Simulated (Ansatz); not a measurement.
# P2W: the cost of one run

Computed with Ansatz 0.2.0 (reference: DFT r2SCAN, plane waves, PAW, scalar-relativistic, no spin polarisation, unless a step's input says otherwise).

1 further run of the same task is left out (set aside as unsound or not needed).

## (1) Starting point

The structure is monoclinic, space group C2/m (No. 12). Conventional cell: a = 8.505 Å, b = 3.170 Å, c = 7.471 Å, α = 90.00°, β = 119.37°, γ = 90.00°. Around P (site symmetry m) lie 1 P at 2.19 Å and 3 W at 2.46 to 2.48 Å. P (site symmetry m) has 5 W at 2.50 to 2.64 Å as nearest neighbours. W (site symmetry m) is surrounded by 8 P at 2.46 to 2.64 Å.

Coordinates:

```cif
data_structure
_symmetry_space_group_name_H-M 'P 1'
_symmetry_Int_Tables_number 1
_cell_length_a 3.1700
_cell_length_b 4.5384
_cell_length_c 6.7267
_cell_angle_alpha 99.459
_cell_angle_beta 76.371
_cell_angle_gamma 110.441
_cell_volume 87.77
loop_
_atom_site_label
_atom_site_type_symbol
_atom_site_fract_x
_atom_site_fract_y
_atom_site_fract_z
_atom_site_occupancy
P1 P 0.13800 0.25190 0.97590 1
P2 P 0.86200 0.74810 0.02410 1
P3 P 0.59880 0.80080 0.60320 1
P4 P 0.40120 0.19920 0.39680 1
W1 W 0.84180 0.39010 0.70650 1
W2 W 0.15820 0.60990 0.29350 1
```

## (2) The reference run

Contents of input.yaml:

```yaml
crystal:
  lattice:
    - [0.0, 3.169987, 0.0]
    - [4.252665, -1.584993, 0.0]
    - [-0.589029, 1.584993, -6.51067]
  atoms:
    - { symbol: P, position: [0.138, 0.2519, 0.9759] }
    - { symbol: P, position: [0.862, 0.7481, 0.0241] }
    - { symbol: P, position: [0.5988, 0.8008, 0.6032] }
    - { symbol: P, position: [0.4012, 0.1992, 0.3968] }
    - { symbol: W, position: [0.8418, 0.3901, 0.7065] }
    - { symbol: W, position: [0.1582, 0.6099, 0.2935] }
  symmetry: { tolerance: 0.0003 }
kpoints:
  mp_grid: { grid: [6, 6, 6], shift: [0, 0, 0] }
magnetization:
  spin_polarized: false
scf:
  occupations: { method: tetrahedron }
hamiltonian:
  pseudopotentials: { kind: paw }
  xc: r2scan
basis:
  ecutwfc: 500
output:
  forces: true
  stress: true
  eigenvalues: true
```

Started as:

```bash
ansatz run input.yaml --threads 1 --pin off --max-ram 2560MiB --backend cpu --events-out ev --progress --plain --runs-dir out
```

What time and memory should one allow on 1 thread of Arm Neoverse V2, shared host?

About 21 s, with a peak of 0.63 GiB.
